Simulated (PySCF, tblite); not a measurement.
**CH₁₂OSi₄: geometry, infrared bands and NMR shifts**

Aim: predict the infrared bands and NMR shifts of CH₁₂OSi₄ (`C[Si@@H]([SiH3])O[SiH2][SiH3]`).

Computed with tblite 0.8.0 and PySCF 2.14.0, with density-fitted response routines of our own, on a single molecule in the gas phase. Atoms count from 0, in the outputs and in this text.

**1. Starting geometry**

18 atoms, charge 0, multiplicity 1; geometry from: force field or distance geometry start.

Bonds of the start (Å): C0–Si1 1.86, Si1–Si2 2.22, Si1–O3 1.70, O3–Si4 1.71, Si4–Si5 2.25, C0–H6 1.12, C0–H7 1.13, C0–H8 1.08, Si1–H9 1.48, Si2–H10 1.46, Si2–H11 1.49, Si2–H12 1.48, Si4–H13 1.47, Si4–H14 1.48, Si5–H15 1.48, Si5–H16 1.47, Si5–H17 1.46.

**2. Geometry optimisation with GFN2-xTB**

The job: settings as JSON, then the geometry in Å.

```
{"job": {"kind": "relax", "xc": "GFN2-xTB", "basis": "xTB"}, "charge": 0, "multiplicity": 1}
C     -0.466900     1.834900    -0.870200
Si    -1.068800     0.647300     0.427900
Si    -2.510500    -0.849400    -0.350800
O      0.269000    -0.167600     1.092600
Si     0.913200    -1.168700    -0.135000
Si     2.983400    -0.379600    -0.536700
H     -1.307400     2.531400    -1.134900
H      0.285600     2.500300    -0.350400
H     -0.056600     1.314100    -1.728300
H     -1.732200     1.455500     1.470100
H     -1.751700    -1.886000    -1.040500
H     -3.416200    -0.172400    -1.323400
H     -3.272100    -1.418200     0.779000
H      0.981700    -2.560200     0.318400
H      0.079600    -1.033800    -1.353400
H      3.648100    -0.276900     0.779600
H      2.807500     0.958000    -1.130500
H      3.605600    -1.322200    -1.454600
```

On the command line:

```
> OMP_NUM_THREADS=1 python probes_run.py task.json out
```

The driver reads the jobs from task.json and runs them one after another.

**Question.** This job is followed by: GFN2-xTB harmonic vibrations, gas phase; GIAO PBE0/pcSseg-1 NMR shielding, non-relativistic, gas phase. What will the session give for the following? strongest single infrared mode (GFN2-xTB); zero-point energy (GFN2-xTB); 13C shifts against TMS (PBE0/pcSseg-1); 1H shifts against TMS (PBE0/pcSseg-1, means over atoms taken as alike); 29Si shifts against TMS (PBE0/pcSseg-1); 17O shifts against H2O (PBE0/pcSseg-1); surface potential, 1st and 99th percentile.

The runs gave:

| quantity | value |
| --- | --- |
| strongest single infrared mode (GFN2-xTB) | 2214 cm⁻¹, 909 km/mol |
| zero-point energy (GFN2-xTB) | 70.8 kcal/mol |
| 13C shifts against TMS (PBE0/pcSseg-1) | 4.7 ppm |
| 1H shifts against TMS (PBE0/pcSseg-1, means over atoms taken as alike) | 5.67, 5.64, 5.60, 3.41, 3.37, 0.42 ppm |
| 29Si shifts against TMS (PBE0/pcSseg-1) | -5.3, -31.1, -120.4, -124.2 ppm |
| 17O shifts against H2O (PBE0/pcSseg-1) | 8.3 ppm |
| surface potential, 1st and 99th percentile | -0.42 V and 1.30 V |

The optimisation took 112 steps and gained 1.317 eV; among the close pairs (by a distance rule), Si1–Si2 changed most, from 2.219 to 2.307 Å. The lowest mode is imaginary (21i cm⁻¹), so the xTB geometry is not a minimum. GFN2-xTB is a fitted tight-binding method: band positions and strengths are rough. Its intensities can rank the bands wrongly. At PBE0/pcSseg-1: The widest tensor belongs to O3: span 169 ppm, with a paramagnetic part of -75 ppm. At PBE0/pcSseg-1, counted by nearest atom on the grid, the HOMO lies on O3 24 %; Si2 15 %, the LUMO on Si4 14 %; O3 12 %.
